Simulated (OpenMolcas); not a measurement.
# Yb³⁺ with 6 ligands (chloride): CASSCF and CASPT2 levels and susceptibility

Aim: the ligand-field states of Yb³⁺ in this surrounding, its lowest levels with spin-orbit coupling and its magnetic susceptibility.

Method: state-averaged CASSCF and CASPT2, spin-orbit coupling by RASSI with atomic mean-field integrals. Code: OpenMolcas 26.06.

## Step 1: The system

| Quantity | Value |
| --- | --- |
| Species | Yb³⁺ (ytterbium, Z = 70, 67 electrons) |
| Basis | ANO-RCC-VTZP [8s7p5d3f2g1h], 212 functions with the ligands |
| Scalar Hamiltonian | DKH2, point nucleus |
| Inactive shells | 1s 2s 2p 3s 3p 3d 4s 4p 4d 5s 5p of the metal, and all ligand shells |
| Active space | 13 electrons in 7 orbitals (4f) |
| Some configurations of this space | 4f¹³ |
| Orbitals | optimised for the highest spin of each parity, averaged over all roots |

Outer shells as boxes (Hund's rule):

4f13
```
4f [↑↓][↑↓][↑↓][↑↓][↑↓][↑↓][↑ ]
```

Yb³⁺ is taken with 6 ligands (chloride) in trigonal prism coordination (D3h) at 2.78 Å, a polar angle of 55.0° against the regular 49.1°. A charge of +0.5 e stands 3.2 Å behind each ligand. Ligand basis ANO-RCC-VDZP. The distances are assumed, not relaxed.

```xyz
7

Yb    0.0000    0.0000    0.0000
Cl    2.2770    0.0000    1.5949
Cl   -1.1385    1.9720    1.5949
Cl   -1.1385   -1.9720    1.5949
Cl    2.2770    0.0000   -1.5949
Cl   -1.1385    1.9720   -1.5949
Cl   -1.1385   -1.9720   -1.5949
```

The work runs as a chain of OpenMolcas steps in one folder; each step below is one input file. Labels, J, g values, rates, χT and fits are worked out afterwards by a script from the matrices that RASSI stores.

## Step 2: One- and two-electron integrals

File a.inp:

```
&GATEWAY
Coord
7

Yb 0.0 0.0 0.0
Cl 2.277020 0.000000 1.594860
Cl -1.138510 1.971957 1.594860
Cl -1.138510 -1.971957 1.594860
Cl 2.277020 0.000000 -1.594860
Cl -1.138510 1.971957 -1.594860
Cl -1.138510 -1.971957 -1.594860
Basis=Yb.ANO-RCC-VTZP,Cl.ANO-RCC-VDZP
Group=NoSym
NoMove
AngMom=0.0 0.0 0.0
AMFI
RICD
XField
6 Angstrom 0
4.898050 0.000000 3.430670 0.500000
-2.449025 4.241836 3.430670 0.500000
-2.449025 -4.241836 3.430670 0.500000
4.898050 0.000000 -3.430670 0.500000
-2.449025 4.241836 -3.430670 0.500000
-2.449025 -4.241836 -3.430670 0.500000
&SEWARD
```

Started as:

```console
$ OMP_NUM_THREADS=1 MOLCAS_MEM=2457 MOLCAS_PROJECT=a pymolcas a.inp > a.log
```

## Step 3: Reference wave functions, doublets, 7 roots

File a.inp:

```
&RASSCF
FileOrb=start.orb
Symmetry=1
Spin=2
nActEl=13 0 0
Inactive=81
Ras2=7
CIRoot=7 7 1
SDav=7
CIMx=300
Iter=150 100
PrWF=0.3
OrbListing=Nothing
MaxOrb=0
LevShft=1.0
>>> COPY $Project.JobIph JOB001
```

start.orb holds start orbitals that the driver prepared beforehand, or those of the step before.

## Step 4: State interaction with spin-orbit coupling

File a.inp:

```
&RASSI
NrOfJobIphs=1 7
1 2 3 4 5 6 7
IphNames
JOB001
EJob
SpinOrbit
DIPRint=1.0
SOCoupling=1000.0
Subsets=2
Property=9
'ANGMOM' 1 'ANGMOM' 2 'ANGMOM' 3 'MLTPL  1' 1 'MLTPL  1' 2 'MLTPL  1' 3
'AMFI' 1 'AMFI' 2 'AMFI' 3
SOProperty=3
'ANGMOM' 1 'ANGMOM' 2 'ANGMOM' 3
```

## Step 5: CASPT2: IPEA 0.25, imaginary shift 0.1 (closed shells correlated: 5s 5p of the metal, with ligand shells; the Frozen line counts the rest)

File a.inp:

```
>>> COPY JOB001 $Project.JobIph
&CASPT2
Multistate=7 1 2 3 4 5 6 7
NoMult
Frozen=53
IPEA=0.25
Imaginary=0.1
MaxIter=60
WThr=0.0 0.3 0.05
PrWF=0.5
NoMix
```

(Steps that only read results are left out.)

**Question.** What will these runs give? Wanted: spin-free ground state; first state of the same spin within the active space; lowest level; next level.

**Answer**, as computed:

```
                                            quantity                                                                                                                                          value
                                              method  SS-CASPT2, IPEA 0.25, imaginary shift 0.1 (closed shells correlated: 5s 5p of the metal, with ligand shells; the Frozen line counts the rest)
                              spin-free ground state                                                                                                                 2E, 2-fold in its orbital part
first state of the same spin within the active space                                                                                                                               2A2 at 37.7 cm⁻¹
                                        lowest level                                                                                                              2-fold E1/2, g = 0.01, 0.01, 5.72
                                          next level                                                                                                                                       1.0 cm⁻¹
                                         χT at 300 K                                                                                                                                 2.56 cm³ K/mol
                           effective moment at 300 K                                                                                                                                        4.52 μB
```

Cost by method:

```
                                              method  time of its own steps  time with the reference
                                           A. CASSCF                3.5 min                  3.5 min
B. SS-CASPT2, IPEA 0.25, imaginary shift 0.1, +5s 5p                6.2 min                  9.7 min
```

Times are of one thread on a shared host.

**Reading.** The spin-free ground state (2E) is 2-fold and keeps the highest spin of the shell.
